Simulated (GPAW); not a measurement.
MnGaGe:

```
CELL_PARAMETERS angstrom
3.94596 0.00000 0.00000
0.00000 3.94596 0.00000
0.00000 0.00000 5.91088
ATOMIC_POSITIONS crystal
Ge 0.50000 0.00000 0.71905
Ge 0.00000 0.50000 0.28095
Ga 0.50000 0.00000 0.29623
Ga 0.00000 0.50000 0.70377
Mn 0.50000 0.50000 0.00000
Mn 0.00000 0.00000 0.00000
```

The cell is a database's computed one.

Base run:

- Program: GPAW 26.7.0
- Functional: PBEsol
- Potentials or basis: PAW data sets generated in the run's folder for this functional
- Cutoff: 600 eV
- Basis: pw
- k mesh: 5 × 5 × 3
- Occupations: fermi-dirac, width 0.05 eV
- Spin: collinear spin, ferromagnetic start
- Starting moments: [0.0, 0.0, 0.0, 0.0, 4.0, 4.0] μB

Its results: pressure -5.2 GPa; net moment 4.16 μB per cell; site moments Ge -0.04; Ga -0.03; Mn +2.12 μB; largest force 0.423 eV/Å.

Question: The run is repeated on the same cell with these changes: functional from PBEsol to LDA; potentials or basis from PAW data sets generated in the run's folder for this functional to the program's PAW data sets (release 1.2.1) made for this functional. What comes out?

Answer: Pressure -9.9 GPa; net moment 3.86 μB per cell; site moments Ge -0.03; Ga -0.03; Mn +1.95 μB; largest force 0.719 eV/Å.
